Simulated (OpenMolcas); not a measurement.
# InH3O2 (SMILES [OH][InH][OH]): levels of theory compared

Aim: a comparison of 6 runs (HF/STO-3G, HF/def2-SVP, HF/def2-TZVP, B2PLYP/def2-TZVP, MP2/def2-SVP, ACPF/def2-SVP) of InH3O2. 

The results are computed with OpenMolcas 26.06.

2 further runs of the same task are left out: 2 set aside as unsound or not needed.

### Step 1. The molecule

The species is InH3O2 (6 atoms), meant as a singlet with charge 0. SMILES: `[OH][InH][OH]`. The shape comes from GFN2-xTB, which is rough for such elements, and wasn't checked as a minimum. This is one conformer, not always the lowest.

Bond lengths: O1–In2 1.943 Å, In2–O3 1.930 Å, O1–H4 0.954 Å, In2–H5 1.676 Å, O3–H6 0.960 Å. Angles: O1–In2–O3 107.1°, O1–In2–H5 127.5°, O3–In2–H5 125.4°, In2–O1–H4 120.2°, In2–O3–H6 106.7°.

### Step 2. Energy and gradient at HF/STO-3G (run 1)

mol.xyz

```xyz
6

O     -0.979610    -1.048780     0.372930
In     0.012200     0.400960    -0.457670
O      1.589550     0.697500     0.613810
H     -1.757300    -1.403460    -0.050790
H     -0.403600     1.265440    -1.831880
H      1.538760     0.088340     1.353600
```

run.input

```
* H3InO2 Hartree-Fock

&GATEWAY
  BasLib
  $CurrDir
  Coord
  mol.xyz
  Basis
  STO-3G
  Group
  NoSym

&SEWARD

&SCF
  Thresholds
  1e-10 1e-07 1e-07 1e-05
  PrOrbitals
  1

&ALASKA
```

The basis set STO-3G is read from a file made from the Basis Set Exchange's data (not shown).

The run is started by

```sh
$ export MOLCAS_MEM=1860
$ pymolcas run.input > run.log
```

Log:

```text
--- Start Module: gateway ---
[...]
--- Stop Module: gateway /rc=_RC_ALL_IS_WELL_ ---
[...]
      Basis functions           40
[...]
--- Start Module: scf ---
[...]
       Convergence after  13 Iterations
[...]
::    Total SCF energy                              -5832.3067116321
[...]
      Total spin, S                                     0.0000000000
[...]
      Total electronic charge=   68.000000
      Total            charge=   -0.000000
[...]
      Dipole Moment (debye):
      Origin of the operator (angstrom)=    0.0702    0.2695   -0.2491
                   X= -1.4049E+00               Y= -1.5954E-01               Z= -1.2119E+00           Total=  1.8622E+00
      Quadrupole Moment (debye*angstrom):
[...]
--- Stop Module: scf /rc=_RC_ALL_IS_WELL_ ---
[...]
--- Start Module: alaska ---
[...]
 *              Molecular gradients               *
 **************************************************
  Irreducible representation: a
 ------------------------------------------------------------------------------------------
                              X                       Y                       Z
 ------------------------------------------------------------------------------------------
  O1               -4.87271282023052E-02   -2.84021476270162E-02   -1.58314915053914E-02
  IN2               1.58320590461765E-02    3.65746031339320E-03    9.64438476344398E-03
  O3                1.07873429720158E-02   -1.94381625499140E-02    3.39116892304823E-02
  H4                3.04896894040665E-02    7.24056663717709E-03    2.40576342875216E-02
  H5               -7.34776138277349E-03    1.45675931096383E-02   -2.27257864868076E-02
  H6               -1.03420183719805E-03    2.23746901166986E-02   -2.90564302892511E-02
 ------------------------------------------------------------------------------------------
[...]
```

It took 5.1 s on 1 thread of Intel Xeon Platinum 8259CL at 2.50GHz (Skylake/Cascade Lake), shared host; peak memory 0.38 GiB.

### Step 3. Energy and gradient at HF/def2-SVP (core potential) (run 2)

calc.inp

```
>>> EXPORT MOLCAS_PRINT=2

&gateway
 baslib
 $CurrDir
 coord
 6
 bohr
 O     -1.85119461    -1.98190696     0.70473556
 In     0.02305466     0.75770459    -0.86487096
 O      3.00381416     1.31808397     1.15993279
 H     -3.32081572    -2.65215503    -0.09597919
 H     -0.76269346     2.39133503    -3.46175149
 H      2.90783497     0.16693841     2.55793328
 basis
 def2-SVP
 group
 NoSym

&seward

&scf
 thresholds
 1e-10 1e-07 1e-07 1e-05
 prorbitals
 1 1

&alaska
```

The basis set def2-SVP is read from a file made from the Basis Set Exchange's data (not shown).

The run is started by

```sh
$ export MOLCAS_MEM=1860
$ pymolcas calc.inp > calc.log
```

Log:

```text
--- Start Module: gateway ---
[...]
--- Stop Module: gateway /rc=_RC_ALL_IS_WELL_ ---
[...]
      Basis functions           69
[...]
--- Start Module: scf ---
[...]
       Convergence after  13 Iterations
[...]
::    Total SCF energy                               -340.5569411027
[...]
      Total spin, S                                     0.0000000000
[...]
      Total electronic charge=   40.000000
      Total            charge=   -0.000000
[...]
      Dipole Moment (debye):
      Origin of the operator (angstrom)=    0.0702    0.2695   -0.2491
                   X= -2.0145E+00               Y= -2.2300E-01               Z= -1.7343E+00           Total=  2.6675E+00
      Quadrupole Moment (debye*angstrom):
[...]
--- Stop Module: scf /rc=_RC_ALL_IS_WELL_ ---
[...]
--- Start Module: alaska ---
[...]
 *              Molecular gradients               *
 **************************************************
  Irreducible representation: a
 ------------------------------------------------------------------------------------------
                              X                       Y                       Z
 ------------------------------------------------------------------------------------------
  O1                2.17532752295346E-02    1.98801015678018E-02   -6.20189512060776E-04
  IN2               8.63853834330097E-03   -9.96667219316638E-03    1.92603600213772E-02
  O3               -1.46611554436618E-02    1.02926986327603E-02   -2.76327692838860E-02
  H4               -9.57333410824290E-03   -3.60428309337557E-03   -7.33515863018486E-03
  H5                2.95571721511156E-03   -4.75824737887942E-03    8.77152797063063E-03
  H6               -9.11304123610153E-03   -1.18435975351447E-02    7.55622943412426E-03
 ------------------------------------------------------------------------------------------
[...]
```

Run time: 8.1 s. Hardware: 1 thread of Intel Xeon Platinum 8259CL at 2.50GHz (Skylake/Cascade Lake), shared host; peak memory 0.41 GiB.

Runs 3 to 5 aren't shown in full; the table further down has their settings and results.

### Step 4. The energy at ACPF/def2-SVP (core potential) (run 6)

mol.input

```
&GATEWAY
 BasisSet
 O.def2-SVP....
 O1 -0.979610 -1.048780 0.372930 angstrom
 O3 1.589550 0.697500 0.613810 angstrom
 End of Basis
 BasisSet
 In.def2-SVP....
 In2 0.012200 0.400960 -0.457670 angstrom
 End of Basis
 BasisSet
 H.def2-SVP....
 H4 -1.757300 -1.403460 -0.050790 angstrom
 H5 -0.403600 1.265440 -1.831880 angstrom
 H6 1.538760 0.088340 1.353600 angstrom
 End of Basis

&SEWARD

&SCF
 PrOrbitals = 1 1

&MOTRA
 Frozen = 6

&GUGA
 Electrons = 28
 Spin = 1
 Inactive = 14
 Active = 0
 CIAll = 1

&CPF
 ACPF
```

The run is started by

```sh
$ export MOLCAS_MEM=1860
$ pymolcas mol.input > mol.log
```

Log:

```text
--- Start Module: gateway ---
[...]
--- Stop Module: gateway /rc=_RC_ALL_IS_WELL_ ---
[...]
      Basis functions           69
[...]
       Convergence after  11 Iterations
[...]
::    Total SCF energy                               -340.5569411029
[...]
      Total spin, S                                     0.0000000000
[...]
      *** WARNING: Default frozen orbitals is overwritten by user input.
      *** Default values:   2
[...]
--- Start Module: guga ---
[...]
--- Stop Module: guga /rc=_RC_ALL_IS_WELL_ ---
--- Start Module: cpf ---
[...]
      Active orbitals                            0       0
[...]
      Spin quantum number                      0.0
[...]
     FINAL ACPF ENERGY        -341.05263475
     FINAL CORRELATION ENERGY   -0.49569365  REFERENCE ENERGY    -340.55694110
[...]
      Title:  ACPF natural orbitals
[...]
      Total electronic charge=   40.000000
      Total            charge=    0.000000
[...]
      Dipole Moment (debye):
      Origin of the operator (angstrom)=    0.0702    0.2695   -0.2491
                   X= -1.6590E+00               Y= -4.7487E-01               Z= -1.0859E+00           Total=  2.0389E+00
      Quadrupole Moment (debye*angstrom):
[...]
--- Stop Module: cpf /rc=_RC_ALL_IS_WELL_ ---
[...]
```

It took 26 s on 1 thread of Intel Xeon Platinum 8259CL at 2.50GHz (Skylake/Cascade Lake), shared host; peak memory 0.41 GiB.

### Step 5. Overview of the runs

```tsv
run	level	task	frozen core orbitals	energy (Eh)	dipole moment (D) of the reference	HOMO energy (eV)	LUMO energy (eV)	wall time
1	HF/STO-3G	gradient	–	-5832.306712	1.86	-7.98	6.77	5.1 s
2	HF/def2-SVP (core potential)	gradient	–	-340.556941	2.67	-12.13	1.64	8.1 s
3	HF/def2-TZVP (core potential)	gradient	–	-340.766130	2.58	-12.23	1.19	49 s
4	B2PLYP/def2-TZVP (core potential)	energy	6	-342.161957	2.42	-9.94	-0.14	67 s
5	MP2/def2-SVP (core potential)	energy	6	-341.031313	2.67	-12.13	1.64	5.4 s
6	ACPF/def2-SVP (core potential)	energy	6	-341.052635	2.67	-12.13	1.64	26 s
```

### Step 6. Outcome

| quantity | value |
| --- | --- |
| run 6: total energy | -341.05263 Eh |
| run 6: dipole moment (mean-field density) | 2.67 D |
| run 6: HOMO energy (Hartree–Fock orbitals) | -12.13 eV |
| run 6: LUMO energy (Hartree–Fock orbitals) | 1.64 eV |
| run 6: HOMO–LUMO gap (Hartree–Fock orbitals) | 13.77 eV |
| run 6: correlation energy (6 core orbitals frozen) | -495.7 mEh |

What this shows: Below the HF energy at the same shape and in the same basis (def2-SVP): MP2 -474.4 mEh; ACPF -495.7 mEh. Over runs 1, 2, 3, 4 the dipole moment (its size) runs from 1.86 D (HF/STO-3G) to 2.67 D (HF/def2-SVP). The two ends differ in basis and core potential. Over runs 1, 2, 3, 4 the HOMO–LUMO gap runs from 9.79 eV (B2PLYP/def2-TZVP) to 14.75 eV (HF/STO-3G). The two ends differ in method and basis and core potential. A double hybrid's value is that of its SCF part. For B2PLYP the log adds the whole second-order term; the table takes 0.27 of it, as the functional is defined. Some runs of one species differ in core potentials or relativity; totals across that change don't compare. In run 1 the basis is minimal, so the values are rough. In run 1 relativity is left out where basis or elements ask for it. All runs together took 2.7 min, the longest 67 s.
